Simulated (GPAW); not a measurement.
Crystal: AlFe3B.

```
CELL_PARAMETERS angstrom
3.82232 0.00000 0.00000
0.00000 3.82232 0.00000
0.00000 0.00000 3.82232
ATOMIC_POSITIONS crystal
Fe 0.00000 0.00000 0.50000
Fe 0.00000 0.50000 0.00000
Fe 0.50000 0.00000 0.00000
Al 0.50000 0.50000 0.50000
B 0.00000 0.00000 0.00000
```

The cell comes from a database or a generator and needn't be the stable form of this composition.

Base run:

- Program: GPAW 26.7.0
- Functional: PBEsol
- Potentials or basis: PAW data sets generated in the run's folder for this functional
- Cutoff: 800 eV
- Basis: pw
- k mesh: 7 × 7 × 7
- Occupations: fermi-dirac, width 0.05 eV
- Spin: collinear spin, ferromagnetic start
- Starting moments: [3.0, 3.0, 3.0, 0.0, 0.0] μB
- Hubbard terms: Fe d U = 1 eV

Its results: pressure -1.6 GPa; net moment 5.05 μB per cell; site moments Fe +1.85; Al -0.10; B -0.07 μB.

Question: The run is repeated on the same cell with these changes: hubbard terms from Fe d U = 1 eV to Fe d U = 4 eV. What comes out?

Answer: Pressure 17.9 GPa; net moment 7.59 μB per cell; site moments Fe +2.75; Al -0.13; B -0.09 μB.

Caveats: the U is typed as a test and isn't derived for this compound.
